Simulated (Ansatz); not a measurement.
## CrIr₃, space group Pm-3m: a single point from a YAML input

Program: Ansatz 0.2.0, Python API.

Input file `input.yaml`:
```yaml
crystal:
  lattice:
    - [3.814137, 0.0, 0.0]
    - [0.0, 3.814137, 0.0]
    - [0.0, 0.0, 3.814137]
  atoms:
    - { symbol: Cr, position: [0.0, 0.0, 0.0], spin: 2.1 }
    - { symbol: Ir, position: [0.0, 0.5, 0.5] }
    - { symbol: Ir, position: [0.5, 0.5, 0.0] }
    - { symbol: Ir, position: [0.5, 0.0, 0.5] }
magnetization:
  spin_polarized: true
kpoints:
  mp_grid: { kspacing: 0.3 }
hamiltonian:
  xc: pbesol
scf:
  occupations: { method: gaussian, width: 0.05 }
basis:
  ecutwfc: "16 Ha"
output:
  forces: true
```

`crir3_yaml_run.py`:
```python
# -*- coding: utf-8 -*-
"""Run a YAML input for CrIr3 from Python."""

import ansatz as az
import numpy as np


def main():
    res = az.Session.from_deck("input.yaml").plan(threads=1).execute()
    summary = res.report

    n_atoms = len(summary["lattice"]["sites"])
    print("F =", round(summary["free_energy_ev"], 4), "eV for", n_atoms, "atoms")
    print("E(sigma -> 0) =", round(summary["energy_sigma0_ev"], 4), "eV, TS =", round(summary["entropy_ts_ev"], 5), "eV")
    print("closed by", summary["closed_by"], "after", summary["n_iterations"], "iterations")

    # forces in eV per angstrom
    forces = np.array(summary["forces_ev_ang"])
    norms = np.linalg.norm(forces, axis=1)
    print("largest force {:.4f} eV/A on atom {}".format(norms.max(), norms.argmax()))
    print(np.array2string(forces, precision=4, suppress_small=True))

    print(f"net moment {summary['magnetization_mub']:.3f} muB, absolute {summary['absolute_magnetization_mub']:.3f} muB")
    for index, (site, m) in enumerate(zip(res.lattice.sites, summary["site_moments_mub"])):
        print(f"  {index:2d} {site.symbol:2s} {m:7.3f}")


if __name__ == "__main__":
    main()
```

```console
$ python crir3_yaml_run.py
F = -38747.0794 eV for 4 atoms
E(sigma -> 0) = -38747.0763 eV, TS = 0.00617 eV
closed by deck_thresholds after 11 iterations
largest force 0.0000 eV/A on atom 1
[[-0.  0. -0.]
 [ 0. -0.  0.]
 [ 0. -0.  0.]
 [ 0. -0.  0.]]
net moment 1.239 muB, absolute 2.290 muB
   0 Cr   1.676
   1 Ir  -0.157
   2 Ir  -0.157
   3 Ir  -0.157
```

Reading the output:
- Absolute energies stand on the zero of these potentials, so only differences at equal settings mean something. A total without «per atom» is that of the cell as typed.
- Spin-orbit coupling, which matters for elements this heavy, is left out.
- The structure comes from a database of computed cells and needn't be a stable or known phase.
- Run time: 5.7 s on 1 thread of Intel(R) Xeon(R) Platinum 8488C (Sapphire Rapids) (shared host), peak memory 0.48 GiB.

(A comment or docstring line of the script was reworded after the run, the code is as it ran; lines on the test bed's own set-up are left out of the output.)
